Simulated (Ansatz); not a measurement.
Runs of Ansatz 0.2.0 on NiMoIrPdW. Symmetry: P3m1, No. 156, trigonal system. Conventional cell: a = 4.117 Å, b = 4.117 Å, c = 5.446 Å, α = 90.00°, β = 90.00°, γ = 120.00°. Ni (site symmetry 3m) is surrounded by 3 Mo at 2.38 Å and 3 Ir at 2.69 Å. Around Mo (site symmetry 3m) lie 3 Ni at 2.38 Å and 3 Ir at 2.70 Å and 2 Pd at 2.72 to 2.73 Å. Around Pd (site symmetry 3m) lie 3 W at 2.68 Å and 2 Mo at 2.72 to 2.73 Å and 3 Ir at 2.77 Å. Around Ir (site symmetry 3m) lie 2 W at 2.66 to 2.78 Å and 3 Ni at 2.69 Å and 3 Mo at 2.70 Å and 3 Pd at 2.77 Å. W (site symmetry 3m) has 2 Ir at 2.66 to 2.78 Å and 3 Pd at 2.68 Å and 3 Mo at 2.81 Å and 3 Ni at 2.82 Å as nearest neighbours. The cell was built by a generator and needn't be a form met in nature.

| task | level | potentials or basis | cell | k mesh | cutoff (eV) | points for each segment of the path | gap on the mesh (eV) | pressure (GPa) | moment (μB) | relaxed volume (Å³/atom) | largest force (eV/Å) |
| --- | --- | --- | --- | --- | --- | --- | --- | --- | --- | --- | --- |
| relaxation of cell and atoms | BLYP | Ansatz PAW | relaxed | 6 × 6 × 4 | 420 | - | none | 0.0 | 0.00 | 16.71 | - |
| relaxation of cell and atoms | r2SCAN+D4 | Ansatz PAW | relaxed | 6 × 6 × 4 | 500 | - | none | 0.0 | 0.00 | (a) | 0.01 |
| relaxation of cell and atoms | r2SCAN+rVV10 | Ansatz PAW | relaxed | 6 × 6 × 4 | 500 | - | none | 0.0 | 0.00 | 15.51 | 0.01 |
| single point | PBE | JTH PAW | as given | 8 × 8 × 5 | 2400 | - | none | 0.2 | 0.00 | - | 0.04 |
| band structure | BLYP | Ansatz PAW | as given | 8 × 8 × 5 | 420 | 14 | none | 9.7 | 0.00 | - | (b) |

Alike in all rows: spin collinear, ferromagnetic start; smearing fermi-dirac 0.05 eV.

**Question.** Estimate the missing entries.

**Answer.** (a) 15.53; (b) 0.17.

Caveats: the starting moments weren't kept; the PAW data sets come from PBE, with cores solved anew for the run's functional, which leaves a small shift of forces and pressure (some runs); the plane-wave basis is chosen anew once the cell has moved, so the energies of steps on either side of that aren't comparable (some runs); the magnetic or orbital state may not be the lowest (some runs); pairwise dispersion overbinds metals, which lowers pressure and volume (some runs); spin-orbit coupling is left out, which moves the levels of the heavy elements (some runs).

A k mesh can miss the band edges, and the runs leave out spin-orbit coupling on Ir, Mo, Pd, W.

A gap of «none» marks a metal or a gap under the smearing width.

The runs don't all hold the same shells in valence.
